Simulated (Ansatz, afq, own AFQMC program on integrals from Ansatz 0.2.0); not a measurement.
**CuS (doublet): quantum Monte Carlo beside coupled cluster at distance Cu1–S2 = 2.084 Å, def2-SVP**

How near does AFQMC come to the top of the ladder for CuS (doublet)?

Computed with Ansatz 0.2.0, Gaussian basis, and an in-house AFQMC program (afq) on its integrals; all values are calculated. Level: def2-SVP, frozen cores.

The runs, in order: PBE (unrestricted); r2SCAN (unrestricted); PBE0 (unrestricted); B3LYP (unrestricted); wB97M-V (unrestricted); B2PLYP (unrestricted); CCSD(T) on UHF; Phaseless AFQMC, CISD trial on UHF; Phaseless AFQMC, single-determinant trial on UHF; Free-projection AFQMC, CISD trial on UHF.

## 1. The geometry

The geometry derives from a PBE0/def2-TZVP stationary point (not a proven minimum). One bond is set to the value named and the two fragments are kept rigid.

2 atoms, charge 0, spin multiplicity 2.

Atoms are counted from 1 here; the program's logs count them from 0.

Bond lengths: Cu1–S2 2.084 Å.

## 2. PBE (unrestricted)

Input file in.yaml:

```yaml
crystal:
  periodic: [false, false, false]
  atoms:
    - {symbol: Cu, position_ang: [0.000000, 0.000000, 0.000000]}
    - {symbol: S, position_ang: [0.000000, 0.000000, 2.084103]}
basis:
  gaussian: {orbitals: def2-SVP}
magnetization: {spin_polarized: true, initial_magnetization: 1}
hamiltonian: {xc: {name: PBE}}
output: {orbitals: {seedname: orbitals}}
```

On the command line:

```console
$ ansatz run in.yaml --threads 1 --pin off --events-out ev --progress --plain --max-ram 1382MiB
```

Standard output:

```text
Functional definition: PBE
  name "PBE"
  cite "Perdew, Burke & Ernzerhof, Phys. Rev. Lett. 77, 3865 (1996) doi:10.1103/PhysRevLett.77.3865"
  parent pbe
  parameter kappa = 0.804
  parameter beta = 0.06672455060314922
  exchange = pbe_x(kappa = kappa, mu = beta*pi^2/3)
  correlation = pbe_c(beta = beta)
589 factors; their error is unknown
mean field evaluation 1: about -55451.9186 eV, gradient 2.4e1 eV
mean field evaluation 2: about -55383.9926 eV, gradient 1.5e2 eV
mean field evaluation 4: about -55452.7606 eV, gradient 1.7e1 eV
mean field evaluation 8: about -55454.0778 eV, gradient 8.9e-2 eV
mean field evaluation 16: about -55453.9354 eV, gradient 3.9e0 eV
mean field evaluation 32: about -55454.0403 eV, gradient 1.8e-3 eV
mean field evaluation 64: about -55453.9354 eV, gradient 3.9e0 eV
mean field evaluation 96: about -55452.0712 eV, gradient 7.4e-2 eV
mean field -55454.04028037 eV, -2037.8983922052 hartree, gradient 7.2e-5 eV, S^2 0.753401; 12 other end points of the search recorded, 0 dependent functions left out
reference -55454.04033022 eV, -2037.8983940369 hartree; 23, 22 occupied and 26, 27 virtual orbitals, 589 factors
Total energy: -55454.04033022 eV, -2037.8983940369 hartree
```

Run time: 3.1 s. Hardware: 1 thread of AMD EPYC 9R45 (Zen 5), shared host.

From the report: ⟨S²⟩ of the determinant 0.753 (pure doublet: 0.75).

## 3. r2SCAN (unrestricted)

in.yaml: that of step 2 with these lines changed.

```diff
@@ -8,3 +8,2 @@
 magnetization: {spin_polarized: true, initial_magnetization: 1}
-hamiltonian: {xc: {name: PBE}}
-output: {orbitals: {seedname: orbitals}}
+hamiltonian: {xc: {name: r2SCAN}}
```

Same command.

Standard output, shortened:

```text
Functional definition: r2SCAN
  name "r2SCAN"
  cite "Furness, Kaplan, Ning, Perdew & Sun, J. Phys. Chem. Lett. 11, 8208 (2020) doi:10.1021/acs.jpclett.0c02405"
  cite "Furness, Kaplan, Ning, Perdew & Sun, J. Phys. Chem. Lett. 11, 9248 (2020) doi:10.1021/acs.jpclett.0c03077"
  parent r2scan
[...]
589 factors; their error is unknown
[...]
mean field -55464.35956115 eV, -2038.2776187791 hartree, gradient 5.2e-5 eV, S^2 0.755839; 12 other end points of the search recorded, 0 dependent functions left out
reference -55464.35958410 eV, -2038.2776196225 hartree; 23, 22 occupied and 26, 27 virtual orbitals, 589 factors
Total energy: -55464.35958410 eV, -2038.2776196225 hartree
```

It took 7 s on 1 thread of AMD EPYC 9R45 (Zen 5), shared host.

From the report: ⟨S²⟩ of the determinant 0.756 (pure doublet: 0.75).

## 4. PBE0 (unrestricted)

in.yaml: that of step 3 with these lines changed.

```diff
@@ -8,2 +8,3 @@
 magnetization: {spin_polarized: true, initial_magnetization: 1}
-hamiltonian: {xc: {name: r2SCAN}}
+hamiltonian: {xc: {name: PBE0}}
+output: {orbitals: {seedname: orbitals}}
```

The command is unchanged.

Standard output:

```text
Functional definition: PBE0
  name "PBE0"
  cite "Adamo & Barone, J. Chem. Phys. 110, 6158 (1999) doi:10.1063/1.478522"
  cite "Perdew, Burke & Ernzerhof, Phys. Rev. Lett. 77, 3865 (1996) doi:10.1103/PhysRevLett.77.3865"
  parent pbe
  parameter a = 0.25
  parameter kappa = 0.804
  parameter beta = 0.06672455060314922
  exchange = (1 - a)*pbe_x(kappa = kappa, mu = beta*pi^2/3) + a*exact_x
  correlation = pbe_c(beta = beta)
506 factors; integrals over basis functions are off by at most 1.3e-3 eV
mean field evaluation 1: about -55452.4799 eV, gradient 2.9e1 eV
mean field evaluation 2: about -55411.2948 eV, gradient 1.3e2 eV
mean field evaluation 4: about -55454.8021 eV, gradient 5.1e0 eV
mean field evaluation 8: about -55454.9916 eV, gradient 2.4e-1 eV
mean field evaluation 16: about -55454.9919 eV, gradient 1.1e-4 eV
mean field -55454.99190491 eV, -2037.9333637620 hartree, gradient 4.0e-5 eV, S^2 0.755163; 2 other end points of the search recorded, 0 dependent functions left out
reference -55454.99193954 eV, -2037.9333650346 hartree; 23, 22 occupied and 26, 27 virtual orbitals, 506 factors
Total energy: -55454.99193954 eV, -2037.9333650346 hartree
```

Run time: 0.87 s. Hardware: 1 thread of AMD EPYC 9R45 (Zen 5), shared host.

From the report: ⟨S²⟩ of the determinant 0.755 (pure doublet: 0.75).

## 5. B3LYP (unrestricted)

in.yaml: that of step 4 with these lines changed.

```diff
@@ -8,3 +8,2 @@
 magnetization: {spin_polarized: true, initial_magnetization: 1}
-hamiltonian: {xc: {name: PBE0}}
-output: {orbitals: {seedname: orbitals}}
+hamiltonian: {xc: {name: B3LYP}}
```

Launched as before.

Standard output, shortened:

```text
Functional definition: B3LYP
  name "B3LYP"
  cite "Stephens, Devlin, Chabalowski & Frisch, J. Phys. Chem. 98, 11623 (1994) doi:10.1021/j100096a001"
  cite "Becke, Phys. Rev. A 38, 3098 (1988) doi:10.1103/PhysRevA.38.3098"
  cite "Lee, Yang & Parr, Phys. Rev. B 37, 785 (1988) doi:10.1103/PhysRevB.37.785"
  cite "Vosko, Wilk & Nusair, Can. J. Phys. 58, 1200 (1980) doi:10.1139/p80-159"
[...]
506 factors; integrals over basis functions are off by at most 1.3e-3 eV
[...]
mean field -55467.17333379 eV, -2038.3810230165 hartree, gradient 6.0e-5 eV, S^2 0.754491; 2 other end points of the search recorded, 0 dependent functions left out
reference -55467.17354535 eV, -2038.3810307912 hartree; 23, 22 occupied and 26, 27 virtual orbitals, 506 factors
Total energy: -55467.17354535 eV, -2038.3810307912 hartree
```

Run time: 0.87 s. Hardware: 1 thread of AMD EPYC 9R45 (Zen 5), shared host.

From the report: ⟨S²⟩ of the determinant 0.754 (pure doublet: 0.75).

## 6. wB97M-V (unrestricted)

in.yaml: that of step 5 with these lines changed.

```diff
@@ -8,2 +8,3 @@
 magnetization: {spin_polarized: true, initial_magnetization: 1}
-hamiltonian: {xc: {name: B3LYP}}
+hamiltonian: {xc: {name: wB97M-V}}
+output: {orbitals: {seedname: orbitals}}
```

Same command.

Standard output, shortened:

```text
Functional definition: wB97M-V
  name "wB97M-V"
  cite "Mardirossian & Head-Gordon, J. Chem. Phys. 144, 214110 (2016) doi:10.1063/1.4952647"
  cite "Becke, J. Chem. Phys. 107, 8554 (1997) doi:10.1063/1.475007"
  cite "Vydrov & Van Voorhis, J. Chem. Phys. 133, 244103 (2010) doi:10.1063/1.3521275"
  # Of w^i u^j: cxij and so on, Table III.
[...]
  gx(w, u) = 1 - cx + cx01*u + cx10*w
  gss(w, u) = css00 + css04*u^4 + css10*w + css20*w^2 + css43*w^4*u^3
  gos(w, u) = cos00 + cos10*w + (cos20 + cos21*u)*w^2 + (cos60 + cos61*u)*w^6
[...]
      + integral(e_c_pw_mod_opposite_spin*gos(b97_w_opposite, b97_u_opposite)) + vv10(b, c)
506 factors; integrals over basis functions are off by at most 1.3e-3 eV
105 factors; integrals over basis functions are off by at most 1.1e-4 eV
[...]
mean field -55462.40677701 eV, -2038.2058552857 hartree, gradient 5.6e-5 eV, S^2 0.753814; 1 other end points of the search recorded, 0 dependent functions left out
reference -55462.40682915 eV, -2038.2058572016 hartree; 23, 22 occupied and 26, 27 virtual orbitals, 506 factors
Total energy: -55462.40682915 eV, -2038.2058572016 hartree
```

Run time: 3.4 s. Hardware: 1 thread of AMD EPYC 9R45 (Zen 5), shared host; peak memory 0.25 GiB.

From the report: ⟨S²⟩ of the determinant 0.754 (pure doublet: 0.75).

## 7. B2PLYP (unrestricted)

in.yaml: that of step 6 with these lines changed.

```diff
@@ -8,3 +8,3 @@
 magnetization: {spin_polarized: true, initial_magnetization: 1}
-hamiltonian: {xc: {name: wB97M-V}}
-output: {orbitals: {seedname: orbitals}}
+hamiltonian: {xc: {name: B2PLYP}}
+correlation: {electrons: outside_noble_gas}
```

Same command.

Standard output, shortened:

```text
Functional definition: B2PLYP
  name "B2PLYP"
  cite "Grimme, J. Chem. Phys. 124, 034108 (2006) doi:10.1063/1.2148954"
  cite "Becke, Phys. Rev. A 38, 3098 (1988) doi:10.1103/PhysRevA.38.3098"
  cite "Lee, Yang & Parr, Phys. Rev. B 37, 785 (1988) doi:10.1103/PhysRevB.37.785"
[...]
506 factors; integrals over basis functions are off by at most 1.3e-3 eV
[...]
mean field -55448.74467729 eV, -2037.7037823814 hartree, gradient 4.6e-6 eV, S^2 0.756427; 2 other end points of the search recorded, 0 dependent functions left out
14 core orbitals not correlated: weight in the atoms' cores, before any rotation towards them, 1.000 or more for the frozen orbitals, at most 0.000 for the correlated occupied ones
reference -55448.74479887 eV, -2037.7037868493 hartree; 9, 8 occupied and 26, 27 virtual orbitals, 506 factors
second order -13.69542894 eV of doubles, -0.00000000 eV of singles
Total energy: -55452.44256468 eV, -2037.8396772365 hartree
```

It took 1.1 s on 1 thread of AMD EPYC 9R45 (Zen 5), shared host.

From the report: ⟨S²⟩ of the determinant 0.756 (pure doublet: 0.75).

## 8. CCSD(T) on UHF

in.yaml: that of step 7 with these lines changed.

```diff
@@ -8,3 +8,2 @@
 magnetization: {spin_polarized: true, initial_magnetization: 1}
-hamiltonian: {xc: {name: B2PLYP}}
-correlation: {electrons: outside_noble_gas}
+correlation: {method: ccsd_t, electrons: outside_noble_gas, hamiltonian_folder: ham}
```

Launched as before.

Standard output, shortened:

```text
Functional definition: HF
  name "HF"
  cite "Fock, Z. Phys. 61, 126 (1930) doi:10.1007/BF01340294"
  parent pbe
[...]
506 factors; integrals over basis functions are off by at most 1.3e-3 eV
[...]
mean field -55405.12834242 eV, -2036.1009116392 hartree, gradient 3.0e-6 eV, S^2 0.758990; 31 other end points of the search recorded, 0 dependent functions left out
determinant -55405.12834242 eV, -2036.1009116392 hartree, with singles and doubles -55415.64385016 eV, -2036.4873494211 hartree
determinant -55404.33782268 eV, -2036.0718605744 hartree, with singles and doubles -55413.24472335 eV, -2036.3991831367 hartree
determinant -55404.32760161 eV, -2036.0714849570 hartree, with singles and doubles -55415.24422085 eV, -2036.4726633145 hartree
determinant -55404.20401444 eV, -2036.0669432125 hartree, with singles and doubles -55413.03342711 eV, -2036.3914181432 hartree
[...]
determinant -55402.97732506 eV, -2036.0218632093 hartree, with singles and doubles -55413.45697681 eV, -2036.4069833077 hartree
determinant -55402.50649154 eV, -2036.0045603963 hartree, with singles and doubles -55413.13114853 eV, -2036.3950093391 hartree
determinant -55405.12834242 eV, -2036.1009116392 hartree, with singles and doubles -55415.65169988 eV, -2036.4876378927 hartree
determinant -55404.32760161 eV, -2036.0714849570 hartree, with singles and doubles -55415.58275186 eV, -2036.4851040997 hartree
14 core orbitals not correlated: weight in the atoms' cores, before any rotation towards them, 1.000 or more for the frozen orbitals, at most 0.000 for the correlated occupied ones
reference -55405.12834242 eV, -2036.1009116392 hartree; 9, 8 occupied and 26, 27 virtual orbitals, 506 factors
second order -11.01300039 eV of doubles, -0.00000000 eV of singles
cycle   1  -10.52335705 eV  change    4.0e-7 eV  update   3.8e-6
perturbative correction -0.43540848 eV, -0.0160009667 hartree
Total energy: -55416.08710796 eV, -2036.5036388446 hartree
```

Run time: 13 s. Hardware: 1 thread of AMD EPYC 9R45 (Zen 5), shared host.

From the report: ⟨S²⟩ of the determinant 0.759 (pure doublet: 0.75); correlation -10.9588 eV; T1 0.035; largest double amplitude 0.04.

This run also writes the integrals to the folder ham.

## 9. Phaseless AFQMC, CISD trial on UHF

It reads the integrals that the CCSD(T) run on this determinant wrote.

On the command line:

```console
$ afq ham --method phaseless --trial cisd --walkers 60 --populations 1 --least-time 40 --time-step 0.005 --steps-per-block 50 --equilibration-blocks 40 --max-blocks 300 --target-error 0.00049 --factor-cut 1e-05 --start spin_pure --seed 5854 --release-times 0.24,0.6,1.2,1.8,2.6 --release-step 0.04 --release-every 4 --taylor-order 6
```

Standard output:

```text
orbitals 35  electrons 9 8  factors 289 of 506
reference energy -2036.10091164 Eh
CCSD correlation -0.38672601 Eh in 18 cycles, weight of the determinant in the CISD state 0.8594
energy of the start -2036.487404 Eh
 block  time / (1/Eh)  mean weight  energy / Eh
     1     0.250  0.9999  -2036.484823
     2     0.500  1.0006  -2036.493169
     3     0.750  0.9976  -2036.488667
     4     1.000  1.0042  -2036.496598
     5     1.250  0.9974  -2036.502075
     6     1.500  1.0010  -2036.501825
     7     1.750  0.9994  -2036.521972
     8     2.000  1.0019  -2036.500711
     9     2.250  1.0023  -2036.514656
    10     2.500  0.9989  -2036.509594
    17     4.250  1.0000  -2036.498978
    25     6.250  1.0005  -2036.506815
    33     8.250  0.9964  -2036.489302
    41    10.250  1.0048  -2036.489343
    49    12.250  0.9989  -2036.490755
    57    14.250  1.0005  -2036.504169
    65    16.250  1.0007  -2036.494856
    73    18.250  1.0004  -2036.518635
    81    20.250  0.9970  -2036.501080
    89    22.250  0.9999  -2036.508685
    97    24.250  0.9995  -2036.507282
   105    26.250  1.0014  -2036.508904
   113    28.250  1.0006  -2036.480593
   121    30.250  0.9978  -2036.474882
   129    32.250  0.9984  -2036.496448
   137    34.250  0.9975  -2036.518145
   145    36.250  1.0024  -2036.492187
   153    38.250  1.0001  -2036.477107
   161    40.250  0.9967  -2036.494189
   169    42.250  0.9990  -2036.478928
   177    44.250  1.0012  -2036.545644
   185    46.250  1.0016  -2036.492930
   193    48.250  0.9989  -2036.477719
   201    50.250  1.0004  -2036.488193
   209    52.250  0.9994  -2036.499600
   217    54.250  1.0021  -2036.488927
   225    56.250  1.0001  -2036.503205
   233    58.250  1.0014  -2036.512244
   241    60.250  1.0015  -2036.494294
   249    62.250  1.0041  -2036.508456
   257    64.250  1.0037  -2036.479095
   265    66.250  1.0015  -2036.511733
   273    68.250  0.9966  -2036.503026
   281    70.250  0.9977  -2036.527756
   289    72.250  0.9960  -2036.539381
   297    74.250  1.0000  -2036.505693
   305    76.250  1.0006  -2036.478471
   313    78.250  1.0001  -2036.493467
   321    80.250  1.0006  -2036.489180
   329    82.250  0.9936  -2036.504378
   337    84.250  0.9975  -2036.487563
blocks merged  error / Eh  count
     1  0.000868  300
     2  0.000988  150
     4  0.001189  75
     8  0.001320  37
    16  0.001326  18
    32  0.001368  9
released: time / (1/Eh)  energy / Eh  error  mean overlap
  0.24  -2036.503231  0.002301  1.0018
  0.60  -2036.499430  0.002103  1.0270
  1.20  -2036.502358  0.003652  1.0057
  1.80  -2036.493532  0.008966  1.0567
  2.60  -2036.544840  0.049233  0.9557
energy -2036.501794 +/- 0.001326 Eh
```

It took 4.6 min on 1 thread of AMD EPYC 9R45 (Zen 5), shared host.

Energy -55416.0369 ± 0.0361 eV. Caveats: constraint bias not in the error; error above the target.

## 10. Phaseless AFQMC, single-determinant trial on UHF

It reads the integrals that the CCSD(T) run on this determinant wrote.

On the command line:

```console
$ afq ham --method phaseless --trial hf --walkers 120 --populations 1 --least-time 40 --time-step 0.005 --steps-per-block 20 --equilibration-blocks 160 --max-blocks 600 --target-error 0.00147 --factor-cut 1e-05 --start spin_pure --seed 9840 --taylor-order 6
```

Standard output:

```text
orbitals 35  electrons 9 8  factors 289 of 506
reference energy -2036.10091164 Eh
CCSD correlation -0.38672601 Eh in 18 cycles, weight of the determinant in the CISD state 0.8594
energy of the start -2036.100999 Eh
 block  time / (1/Eh)  mean weight  energy / Eh
     1     0.100  1.0051  -2036.255411
     2     0.200  1.0041  -2036.341345
     3     0.300  1.0034  -2036.359391
     4     0.400  1.0042  -2036.390782
     5     0.500  1.0015  -2036.389512
     6     0.600  1.0007  -2036.417537
     7     0.700  1.0002  -2036.432014
     8     0.800  0.9997  -2036.424412
     9     0.900  1.0018  -2036.408791
    10     1.000  1.0016  -2036.420610
    20     2.000  1.0036  -2036.530606
    39     3.900  0.9995  -2036.505180
    58     5.800  0.9996  -2036.554543
    77     7.700  0.9989  -2036.488527
    96     9.600  1.0025  -2036.488428
   115    11.500  1.0004  -2036.555364
   134    13.400  1.0017  -2036.568097
   153    15.300  0.9995  -2036.437952
   172    17.200  1.0033  -2036.548108
   191    19.100  1.0029  -2036.515229
   210    21.000  0.9996  -2036.474172
   229    22.900  1.0019  -2036.501356
   248    24.800  0.9978  -2036.538350
   267    26.700  0.9999  -2036.470612
   286    28.600  0.9981  -2036.513277
   305    30.500  1.0016  -2036.499438
   324    32.400  1.0002  -2036.526664
   343    34.300  1.0005  -2036.476407
   362    36.200  1.0018  -2036.505626
   381    38.100  1.0014  -2036.512486
   400    40.000  1.0006  -2036.563910
   419    41.900  0.9985  -2036.505459
   438    43.800  1.0033  -2036.489075
   457    45.700  1.0019  -2036.425319
   476    47.600  1.0004  -2036.500505
   495    49.500  0.9979  -2036.577814
   514    51.400  1.0013  -2036.547763
   533    53.300  0.9972  -2036.482984
   552    55.200  0.9991  -2036.501036
   571    57.100  1.0012  -2036.544870
   590    59.000  0.9999  -2036.525261
   609    60.900  0.9992  -2036.614567
   628    62.800  1.0024  -2036.471580
   647    64.700  1.0018  -2036.501215
   666    66.600  1.0028  -2036.452690
   685    68.500  1.0011  -2036.538299
   704    70.400  0.9978  -2036.486470
   723    72.300  0.9983  -2036.471689
   742    74.200  0.9999  -2036.528328
blocks merged  error / Eh  count
     1  0.001468  600
     2  0.001867  300
     4  0.002347  150
     8  0.002800  75
    16  0.003418  37
    32  0.003206  18
    64  0.002957  9
energy -2036.506026 +/- 0.003418 Eh
```

Wall time 2.6 min (1 thread of AMD EPYC 9R45 (Zen 5), shared host).

Energy -55416.1521 ± 0.0930 eV. Caveats: constraint bias not in the error; error above the target.

## 11. Free-projection AFQMC, CISD trial on UHF

It reads the integrals that the CCSD(T) run on this determinant wrote.

On the command line:

```console
$ afq ham --method free --trial cisd --walkers 60 --time-step 0.03 --max-blocks 80 --target-error 0.00049 --factor-cut 1e-05 --seed 9197 --times 0,0.21,0.42,0.81,1.2,1.8,2.4,3 --taylor-order 8
```

Standard output:

```text
orbitals 35  electrons 9 8  factors 289 of 506
reference energy -2036.10091164 Eh
CCSD correlation -0.38672601 Eh in 18 cycles, weight of the determinant in the CISD state 0.8594
repeat  energy at the last time / Eh  error
    10  -2036.498130  0.004168
    20  -2036.504840  0.003967
    30  -2036.502082  0.003058
    40  -2036.501320  0.002583
    50  -2036.504036  0.002585
    60  -2036.503539  0.002489
    70  -2036.502625  0.002239
    80  -2036.500889  0.002186
time / (1/Eh)  energy / Eh  error  mean overlap
  0.00  -2036.487666  0.000525  1.1637
  0.21  -2036.494724  0.000512  1.1660
  0.42  -2036.497828  0.000655  1.1678
  0.81  -2036.501426  0.000846  1.1456
  1.20  -2036.503289  0.000966  1.1304
  1.80  -2036.502608  0.001355  1.1257
  2.40  -2036.504077  0.001507  1.1668
  3.00  -2036.500889  0.002186  1.1733
energy -2036.500889 +/- 0.002186 Eh
```

Run time: 2.7 min. Hardware: 1 thread of AMD EPYC 9R45 (Zen 5), shared host.

Energy -55416.0123 ± 0.0595 eV. The run doesn't count as converged. Caveats: remainder of the start not in the error; error above the target.

## 12. All levels side by side

On the UHF determinant, counted from CCSD(T) (a yardstick, not exact):

| level | energy (eV) | from CCSD(T) (meV) | statistical error (meV) | time |
| --- | --- | --- | --- | --- |
| HF | -55405.1283 | +10958.8 |  |  |
| MP2 | -55416.1413 | -54.2 |  |  |
| CCSD | -55415.6517 | +435.4 |  |  |
| CCSD(T) | -55416.0871 | 0.0 |  |  |
| Phaseless AFQMC, CISD trial, step 0.005, 60 walkers | -55416.0369 | +50.2 | 36.1 | 4.6 min |
| Phaseless AFQMC, single-determinant trial, step 0.005, 120 walkers | -55416.1521 | -65.0 | 93.0 | 2.6 min |

The functionals' totals stand on their own zeros and serve differences with other points: PBE -55454.040 eV; r2SCAN -55464.360 eV; PBE0 -55454.992 eV; B3LYP -55467.174 eV; wB97M-V -55462.407 eV; B2PLYP -55452.443 eV.

## 13. Outcome

```
                                                     quantity             value
              Phaseless AFQMC, CISD trial on UHF from CCSD(T)  +50.2 ± 36.1 meV
Phaseless AFQMC, single-determinant trial on UHF from CCSD(T)  -65.0 ± 93.0 meV
```

What this shows: On UHF the phaseless walk with the CISD trial lies +50.2 meV from CCSD(T), within three error bars. Error bars are statistical and leave out the constraint, the time step and what remains of the start.
